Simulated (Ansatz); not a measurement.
# BaCuSF, space group P4/nmm: a Berry-phase polarisation

With Ansatz's Python interface.

Notebook, run cell by cell (the value of a cell's last expression is shown):

**Cell 1**
```python
import ansatz as az
import numpy as np
```

**Cell 2**
```python
KGRID = (6, 6, 2)
FILLING = "fixed"
```

**Cell 3**
```python
vectors = np.array([
    [4.129926, 0.0, 0.0],
    [0.0, 4.129926, 0.0],
    [0.0, 0.0, 9.106466],
])
structure = (
    az.Lattice.of(vectors)
    .atom("Ba", (0.0, 0.5, 0.819903))
    .atom("Ba", (0.5, 0.0, 0.180097))
    .atom("Cu", (0.5, 0.5, 0.5))
    .atom("Cu", (0.0, 0.0, 0.5))
    .atom("S", (0.0, 0.5, 0.356507))
    .atom("S", (0.5, 0.0, 0.643493))
    .atom("F", (0.5, 0.5, 0.0))
    .atom("F", (0.0, 0.0, 0.0))
)
```

**Cell 4**
```python
structure.resolved().sites[-1]
```
Output:
```text
Site(symbol='F', position=(0.0, 0.0, 0.0), moment=None, axis=None, held=None, saved=None)
```

**Cell 5**
```python
def berry(structure):
    return (
        structure.calculation()
        .functional(az.Functional.LDA)
        .kpoints(*KGRID)
        .occupations(FILLING)
        .polarization()
        .run()
        .polarization()
    )
```

**Cell 6**
```python
vectors = np.array(structure.lattice.vectors)
shifted = structure.move(6, to=np.array(structure.sites[6].position) + 0.03 * np.linalg.inv(vectors)[0])
before, after = berry(structure), berry(shifted)
for label, p in (("as typed", before), ("shifted", after)):
    print(label, "reduced polarisation:", [round(axis.reduced, 4) for axis in p.axes], "modulo", p.modulus)
change = np.array([b.reduced - a.reduced for a, b in zip(before.axes, after.axes)])
change -= before.modulus * np.round(change / before.modulus)
dipole = change @ vectors
print("dipole change (e A):", np.round(dipole, 4) + 0.0)
print("column of the Born charge of", structure.sites[6].symbol, "for a shift along x:", np.round(dipole / 0.03, 2) + 0.0)
```
Output:
```text
DeckWarning: basis.ecutwfc = 420 eV, auto-derived from the records' recommended cutoffs: set by Ba (normal level)
as typed reduced polarisation: [22.0, 22.0, 35.0] modulo 1
shifted reduced polarisation: [21.9901, 22.0, 35.0001] modulo 1
dipole change (e A): [-0.0408  0.      0.0006]
column of the Born charge of F for a shift along x: [-1.36  0.    0.02]
```

Reading the output:
- The run is spin-unpolarised.
- Without a Hubbard U or exact exchange, semilocal functionals often make such 3d compounds metallic or too weakly gapped.
- The structure comes from a database of computed cells and needn't be a stable or known phase.
- Warnings are shown shortened and without file and line.
- Polarisation is defined up to a quantum, so only the change along a continuous path has meaning.
- It ran for 110 s on 1 thread of AMD EPYC 7R43 64-Core Processor (Zen 3), with other jobs on the host, peak memory 0.62 GiB.
